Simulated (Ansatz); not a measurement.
# CH6Sn: taking an electron away

One table from this session's results is given with a row withheld; the runs are named, their logs left out.

The runs use Ansatz 0.2.0, Gaussian basis; unrestricted cation, the program's frozen cores in correlated methods.

The runs, in order: UKS PBE-D4/def2-TZVPP; UKS r2SCAN-D4/def2-TZVPP; UKS PBE0-D4/def2-TZVPP; UKS B3LYP-D4/def2-TZVPP; UKS wB97X-V/def2-TZVPP; UKS wB97M-V/def2-TZVPP; UKS B2PLYP/def2-TZVPP; UHF-CCSD(T)/def2-TZVPP; UHF-MP2/def2-QZVPP; extrapolation to the limit; then −ε(HOMO) from the neutral's earlier runs with LDA (SPW92), PBE-D4, revPBE-D4, BLYP-D4, r2SCAN-D4, B97M-V, PBE0-D4, B3LYP-D4, r2SCANh-D4, r2SCAN0-D4, HSE06-D4, BHLYP-D4, CAM-B3LYP-D4, LC-ωPBE, ωB97X-V, ωB97M-V.

## The relaxed structure

An earlier PBE0-D4 in a triple-zeta def2 set relaxation fixed the geometry. Sn takes the def2 core potential; no spin-orbit term is included.

SMILES `[CH3][SnH3]`, 8 atoms, charge 0, spin multiplicity 1.

Atoms are counted from 1 here; the program's logs count them from 0.

Bond lengths: C1–Sn2 2.140 Å, C1–H3 1.090 Å, C1–H4 1.090 Å, C1–H5 1.090 Å, Sn2–H6 1.709 Å, Sn2–H7 1.709 Å, Sn2–H8 1.709 Å. Angles: Sn2–C1–H3 110.0°, Sn2–C1–H4 110.0°, Sn2–C1–H5 110.0°, H3–C1–H4 109.0°, H3–C1–H5 109.0°, H4–C1–H5 109.0°, C1–Sn2–H6 110.1°, C1–Sn2–H7 110.1°, C1–Sn2–H8 110.1°, H6–Sn2–H7 108.8°, H6–Sn2–H8 108.8°, H7–Sn2–H8 108.8°.

Geometry (Å):

```
C     1.0945    0.3674   -0.1106
Sn   -0.9194   -0.3291    0.0821
H     1.3005    0.6277   -1.1488
H     1.7893   -0.4112    0.2040
H     1.2446    1.2491    0.5123
H    -2.0120    0.8868   -0.4175
H    -1.1567   -1.7164   -0.8878
H    -1.2487   -0.7315    1.7104
```

Set-up of the first run:

File in.yaml:

```yaml
crystal:
  periodic: [false, false, false]
  atoms:
    - {symbol: C, position_ang: [1.094459, 0.367391, -0.110629]}
    - {symbol: Sn, position_ang: [-0.919357, -0.329068, 0.082127]}
    - {symbol: H, position_ang: [1.300518, 0.627717, -1.148804]}
    - {symbol: H, position_ang: [1.789320, -0.411191, 0.204039]}
    - {symbol: H, position_ang: [1.244608, 1.249150, 0.512261]}
    - {symbol: H, position_ang: [-2.012033, 0.886774, -0.417452]}
    - {symbol: H, position_ang: [-1.156729, -1.716411, -0.887787]}
    - {symbol: H, position_ang: [-1.248687, -0.731462, 1.710444]}
basis:
  gaussian: {orbitals: def2-TZVPP}
total_charge: 1
magnetization: {spin_polarized: true, initial_magnetization: 1}
hamiltonian: {xc: pbe, dispersion: d4}
```

Among the steps run: Cation, UKS PBE-D4/def2-TZVPP; Cation, UKS r2SCAN-D4/def2-TZVPP; Cation, UKS PBE0-D4/def2-TZVPP; Cation, UKS B3LYP-D4/def2-TZVPP; Cation, UKS wB97X-V/def2-TZVPP; Cation, UKS wB97M-V/def2-TZVPP; Cation, UKS B2PLYP (frozen core)/def2-TZVPP; Cation, UHF-CCSD(T)/def2-TZVPP; Cation, UHF-MP2/def2-QZVPP.

One table of the session follows, with a row left open; its other results are not shown here.

It belongs to the step «Ionisation energies side by side». For comparison, −ε(HOMO) of the neutral from earlier runs:

| functional | −ε(HOMO) (eV) |
| --- | --- |
| LDA (SPW92) | 7.37 |
| PBE-D4 | 7.23 |
| revPBE-D4 | 7.18 |
| BLYP-D4 | 7.09 |
| r2SCAN-D4 | 7.48 |
| B97M-V | 7.55 |
| PBE0-D4 | 8.41 |
| B3LYP-D4 | 8.19 |
| r2SCANh-D4 | 7.92 |
| r2SCAN0-D4 | 8.58 |
| HSE06-D4 | 8.01 |
| BHLYP-D4 | 9.47 |
| CAM-B3LYP-D4 | 9.73 |
| LC-ωPBE | ? |
| ωB97X-V | 10.73 |
| ωB97M-V | 10.59 |

**Question.** Estimate the row for LC-ωPBE.

As computed: −ε(HOMO) (eV): 11.10. In the column «−ε(HOMO) (eV)» it is the highest.
